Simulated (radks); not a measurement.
# Taking charge from the 3s level of Os in fractions

The task here is to estimate one member of a computed series from the others.

Method: Dirac Kohn-Sham, PBE, spin-unpolarised, spherical densities, point nucleus; open shells are shared between the two j in proportion to 2j + 1. Code: radks (a radial shooting solver on a logarithmic mesh, Libxc functionals) version 1.

## Starting point

```
element       : osmium (Z = 76)
charge        : 0
electrons     : 76
configuration : [Xe] 4f14 5d6 6s2
```

The outer shells:

Os
```
[Xe] core
4f [↑↓][↑↓][↑↓][↑↓][↑↓][↑↓][↑↓]
5d [↑↓][↑ ][↑ ][↑ ][↑ ]
6s [↑↓]
```

The first run:

Input:

```text
Z 76
configuration [Xe] 4f14 5d6 6s2
relativity Dirac
functional pbe,pbe
spin unpolarised
j_filling average
nucleus point
c 137.035999084
```

Steps of the session up to this table: Start: [Xe] 4f14 5d6 6s2.

One table of the session follows, with a row left open; its other results are not shown here.

It belongs to the step «Start: [Xe] 4f14 5d6 6s2». Sizes of the orbitals, from the radial functions (bohr):

```
level     <r>  outermost maximum (interpolated)  90 % within  nodes
5s1/2   1.007                             0.914         1.44      4
5p1/2   1.100                             0.974         1.60      3
4f5/2  0.5525                             0.403        0.902      0
4f7/2  0.5607                             0.408        0.916      0
5p3/2   1.201                              1.06         1.75      3
5d3/2       ?                                 ?            ?      ?
6s1/2   2.981                              2.48         4.45      5
5d5/2   1.854                              1.38         2.96      2
```

Estimate the missing values for 5d3/2.

As computed: <r>: 1.770; outermost maximum (interpolated): 1.33; 90 % within: 2.81; nodes: 2. In the column «<r>» it lies between 5p3/2 (1.201) and 5d5/2 (1.854).
